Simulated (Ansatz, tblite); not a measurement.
# [TcH9]2-: rung by rung

Aim: run the singlet of [TcH9]2- at one geometry on many levels, and compare frontier levels, spin and run time.

Program: Ansatz 0.2.0, Gaussian basis. Level of theory: as each input shows. These are calculated values, not measurements.

Levels to be run: GFN1-xTB, GFN2-xTB, PBE-D4/def2-TZVPD, r2SCAN-D4/def2-TZVPD, CAM-B3LYP-D4/def2-TZVPD, revPBE-D4/def2-TZVPD, HSE06-D4/def2-TZVPD, B97M-V/def2-TZVPD, PBE-QIDH/def2-TZVPD, BHLYP-D4/def2-TZVPD, LC-ωPBE/def2-TZVPD, PBE-D4/def2-SVPD, PBE0-D4/def2-SVPD, CCSD(T)/def2-TZVPPD, MP2/def2-TZVPD, RPA/def2-TZVPD.

2 further runs of the same task are left out: 2 set aside as unsound or not needed. Runs told in other sessions of the task aren't counted.

**1. The structure**

The geometry is that of the singlet, from an earlier relaxation (PBE-D4/def2-TZVPD).

10 atoms, charge -2, spin multiplicity 1.

Bond lengths: Tc1–H2 1.667 Å, Tc1–H3 1.668 Å, Tc1–H4 1.666 Å, Tc1–H5 1.705 Å, Tc1–H6 1.705 Å, Tc1–H7 1.704 Å, Tc1–H8 1.704 Å, Tc1–H9 1.704 Å, Tc1–H10 1.704 Å. Angles: H2–Tc1–H3 119.6°, H2–Tc1–H4 120.8°, H2–Tc1–H5 69.5°, H2–Tc1–H6 69.5°, H2–Tc1–H7 69.2°, H2–Tc1–H8 69.2°, H2–Tc1–H9 134.6°, H2–Tc1–H10 134.6°, H3–Tc1–H4 119.7°, H3–Tc1–H5 135.2°, H3–Tc1–H6 135.2°, H3–Tc1–H7 69.4°, H3–Tc1–H8 69.4°, H3–Tc1–H9 69.4°, H3–Tc1–H10 69.4°, H4–Tc1–H5 69.5°, H4–Tc1–H6 69.5°, H4–Tc1–H7 134.6° and more.

Geometry (Å):

```xyz
10
charge -2, multiplicity 1
Tc   -0.00003   -0.00002    0.00002
H     0.84046    1.43913   -0.00159
H    -1.66822    0.02092   -0.00535
H     0.80679   -1.45811    0.00682
H     1.20661   -0.01067    1.20468
H     1.21415   -0.01774   -1.19694
H    -0.59109    1.04560    1.20843
H    -0.58337    1.03842   -1.21828
H    -0.61646   -1.02522    1.21345
H    -0.60883   -1.03232   -1.21121
```

Formally the metal is d0. Tc takes a core potential in the def2 sets. No spin-orbit coupling is included. The ion is computed in the gas phase, without counter-ions or solvent.

PBE0-D4/def2-TZVPD was run before; its log isn't repeated, and its numbers join the tables.

**2. GFN1-xTB**

Tight binding, by tblite at 300 K electronic temperature and without a spin-polarisation term:

```python
tblite.interface.Calculator('GFN1-xTB', numbers, positions, charge=-2, uhf=0).singlepoint()
```

Energy -202.3410 eV, HOMO 1.78 eV, LUMO 7.46 eV; 0.004 s.

**3. GFN2-xTB**

Tight binding, by tblite at 300 K electronic temperature and without a spin-polarisation term:

```python
tblite.interface.Calculator('GFN2-xTB', numbers, positions, charge=-2, uhf=0).singlepoint()
```

Energy -208.6391 eV, HOMO 0.66 eV, LUMO 7.01 eV; 0.002 s.

**4. PBE-D4/def2-TZVPD**

start.molden holds the orbitals of an earlier run on this state, given as this run's starting guess.

Contents of in.yaml:

```yaml
crystal:
  periodic: [false, false, false]
  atoms:
    - {symbol: Tc, position_ang: [-0.000026, -0.000019, 0.000016]}
    - {symbol: H, position_ang: [0.840456, 1.439133, -0.001594]}
    - {symbol: H, position_ang: [-1.668222, 0.020916, -0.005354]}
    - {symbol: H, position_ang: [0.806789, -1.458108, 0.006823]}
    - {symbol: H, position_ang: [1.206609, -0.010669, 1.204684]}
    - {symbol: H, position_ang: [1.214147, -0.017739, -1.196942]}
    - {symbol: H, position_ang: [-0.591091, 1.045601, 1.208429]}
    - {symbol: H, position_ang: [-0.583368, 1.038416, -1.218283]}
    - {symbol: H, position_ang: [-0.616463, -1.025223, 1.213445]}
    - {symbol: H, position_ang: [-0.608832, -1.032317, -1.211214]}
basis:
  gaussian: {orbitals: def2-TZVPD, initial_orbitals: start.molden}
total_charge: -2
hamiltonian: {xc: pbe, dispersion: d4}
scf: {omitted_lower_state_checks: [starts]}
output: {orbitals: {seedname: orbitals}}
```

On the command line:

```sh
ansatz run in.yaml --threads 4 --pin off --events-out ev --progress --plain --max-ram 3916MiB
```

The runs that follow: r2SCAN-D4/def2-TZVPD; CAM-B3LYP-D4/def2-TZVPD; revPBE-D4/def2-TZVPD; HSE06-D4/def2-TZVPD; B97M-V/def2-TZVPD; PBE-QIDH/def2-TZVPD; BHLYP-D4/def2-TZVPD; LC-ωPBE/def2-TZVPD; PBE-D4/def2-SVPD; PBE0-D4/def2-SVPD; CCSD(T)/def2-TZVPPD; MP2/def2-TZVPD; RPA/def2-TZVPD.

Before running them: what should the planned runs give, taken together? Wanted: gap in def2-TZVPD, named functionals, smallest and largest; correlation energy, CCSD(T)/def2-TZVPPD; correlation energy, MP2/def2-TZVPD; PBE0 total energy, smallest basis above largest.

The runs gave:

| quantity | value |
| --- | --- |
| gap in def2-TZVPD, named functionals, smallest and largest | 4.04 eV (revPBE-D4), 9.34 eV (LC-ωPBE) |
| correlation energy, CCSD(T)/def2-TZVPPD | -25.10 eV |
| correlation energy, MP2/def2-TZVPD | -21.74 eV |
| PBE0 total energy, smallest basis above largest | 0.91 eV (def2-SVPD, def2-TZVPD) |

Orbital gaps of the named functionals in def2-TZVPD span 4.04 eV (revPBE-D4) to 9.34 eV (LC-ωPBE); exact exchange widens it. PBE-D4, revPBE-D4, r2SCAN-D4, B97M-V, PBE0-D4, HSE06-D4, BHLYP-D4, CAM-B3LYP-D4 put the HOMO above zero; others here keep it below zero, so the sign hangs on the functional's self-interaction and doesn't show that the species is unbound.
